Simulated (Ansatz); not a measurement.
# Si: the cost of one run

Program: Ansatz 0.2.0. Level of theory: DFT LDA, scalar-relativistic, plane waves, PAW. These are calculated values, not measurements.

7 further runs of the same task are left out: 7 set aside as unsound or not needed.

## 1. The system as given

Symmetry: Pmm2, No. 25, orthorhombic system. The conventional cell has a = 3.820 Å, b = 3.820 Å, c = 21.065 Å, α = 90.00°, β = 90.00°, γ = 90.00°. Si (site symmetry mm2) has 2 Si at 2.34 Å as nearest neighbours. Around Si (site symmetry mm2) lie 5 Si at 2.34 to 2.41 Å. Si (site symmetry mm2) has 6 Si at 2.16 to 2.37 Å as nearest neighbours. Si (site symmetry mm2) has 2 Si at 2.32 Å as nearest neighbours. Si (site symmetry mm2) is surrounded by 3 Si at 2.16 to 2.41 Å.

Coordinates:

```
Si
1.0
     3.81951    0.00000    0.00000
     0.00000    3.81951    0.00000
     0.00000    0.00000   21.06453
Si
5
Direct
  0.00000 0.50000 0.18989
  0.00000 0.00000 0.25400
  0.50000 0.00000 0.32028
  0.50000 0.50000 0.38285
  0.00000 0.00000 0.36861
```

This is the geometry of the first run shown, built on a cell relaxed beforehand with the same method.

## 2. The scan

Atoms count from 1 in the order of the input.

Si is moved along a line over the surface and along the normal, above a rigid substrate.

First coordinate, position of Si5 along the diagonal of the surface cell, from above Si4: 8 values from 0.00 to 4.73 Å, periodic. Second coordinate, height of Si5 above the plane of Si4: 8 values from −0.30 to 3.97 Å.

Nothing else is relaxed. Points are written as (first, second).

## 3. The run at (2.70 Å, −0.30 Å)

A dipole layer in the vacuum cancels the field that periodic copies would set up if the slab's two faces differ.

input.yaml reads:

```yaml
crystal:
  lattice:
    - [3.8195065206, 0.0, 0.0]
    - [0.0, 3.8195065206, 0.0]
    - [0.0, 0.0, 21.064525245]
  atoms:
    - { symbol: Si, position: [0.0, 0.5, 0.1898927203] }
    - { symbol: Si, position: [0.0, 0.0, 0.254000478] }
    - { symbol: Si, position: [0.5, 0.0, 0.3202822601] }
    - { symbol: Si, position: [0.5, 0.5, 0.3828486591] }
    - { symbol: Si, position: [1.0, 1.0, 0.3686067051], spin: 2.0 }
basis:
  ecutwfc: 420
kpoints:
  mp_grid: { grid: [7, 7, 1] }
hamiltonian:
  xc: lda
  pseudopotentials: { kind: paw, azcp: { folder: soft_1 } }
scf:
  occupations: { method: gaussian, width: 0.05 }
output:
  forces: true
  eigenvalues: true
  populations: true
magnetization:
  spin_polarized: true
efield:
  axis: 3
  dipole_correction: true
  ramp_width: 0.04
```

Started as:

```sh
$ ansatz run input.yaml --threads 1 --pin off --max-ram 3072MiB --backend cpu --events-out ev --progress --plain --runs-dir out
```

What time and memory should one allow on 1 thread of Arm Neoverse V1, shared host?

About 29 s, with a peak of 0.44 GiB.
